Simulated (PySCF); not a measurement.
**HgS+: from the state search to spectroscopic constants**

An exercise on one series of results from a longer session: the logs are not shown, and one member is left open.

Program: PySCF 2.14.0. Level of theory: Hg def2-SVP with ECP60, S def2-SVP, scalar-relativistic core potentials. These are calculated values, not measurements.

Set-up of the first run:

A driver script around PySCF takes these settings:

```yaml
atoms: Hg, S
charge: 1
basis: Hg def2-SVP with ECP60, S def2-SVP
Hamiltonian: scalar-relativistic core potentials
basis_functions: 50
electrons_treated: 35
masses_in_u: 201.9706, 31.9721
levels: PBE0, PBE, r²SCAN, M06, PW91, B2PLYP, HSE06, HF, MP2, SCS-MP2, CCSD, CCSD(T)
grid: 80 radial by 434 angular points
occupations: held fixed by the projection of orbital angular momentum
dissociation_limit: Hg + S+, each in its ground configuration
starting_distance_in_angstrom: 2.460
values_of_2S_to_try: 1, 3
```

On the command line:

```sh
OMP_NUM_THREADS=1 python dia.py task.json out
```

Among the steps run: Input; The PBE0 curve of the state that the search chose; Excited determinants; PBE; r²SCAN (meta-GGA); M06 (hybrid meta-GGA); PW91 (GGA); B2PLYP; HSE06 (range-separated hybrid); ROHF (mean field); Adding correlation.

One of the session's tables, all rows but one given; the rest of the session is left out.

It belongs to the step «The curves together». Energy (eV) from each level's lowest point:

```
R (Å)   ROHF  ROHF-MP2  ROHF-SCS-MP2  ROHF-CCSD  ROHF-CCSD(T)
2.024  1.178     0.871         0.960        n/a           n/a
2.118  0.548     0.369         0.429      0.474         0.485
2.212  0.193     0.108         0.141      0.164         0.173
2.282  0.056     0.020         0.036      0.047         0.052
2.353  0.000     0.000         0.000      0.000         0.001
2.424      ?         ?             ?          ?             ?
2.518  0.078     0.120         0.088      0.068         0.054
2.635  0.240     0.288         0.236      0.204         0.177
2.776  0.492     0.530         0.455      0.411         0.366
2.965  0.862     0.866         0.765        n/a           n/a
```

Estimate the missing values for R (Å) = 2.424.

Worked estimate for «ROHF». A straight line through the neighbours (2.353, 0.000) and (2.518, 0.078) gives 0.000 + (0.078 − 0.000) × (2.424 − 2.353) / (2.518 − 2.353) = 0.034; a parabola fitted to 4 rows on both sides gives 0.010.

As computed: ROHF: 0.005; ROHF-MP2: 0.029; ROHF-SCS-MP2: 0.014; ROHF-CCSD: 0.005; ROHF-CCSD(T): 0.000. In «ROHF» the line misses by +0.029 and the parabola by +0.005.
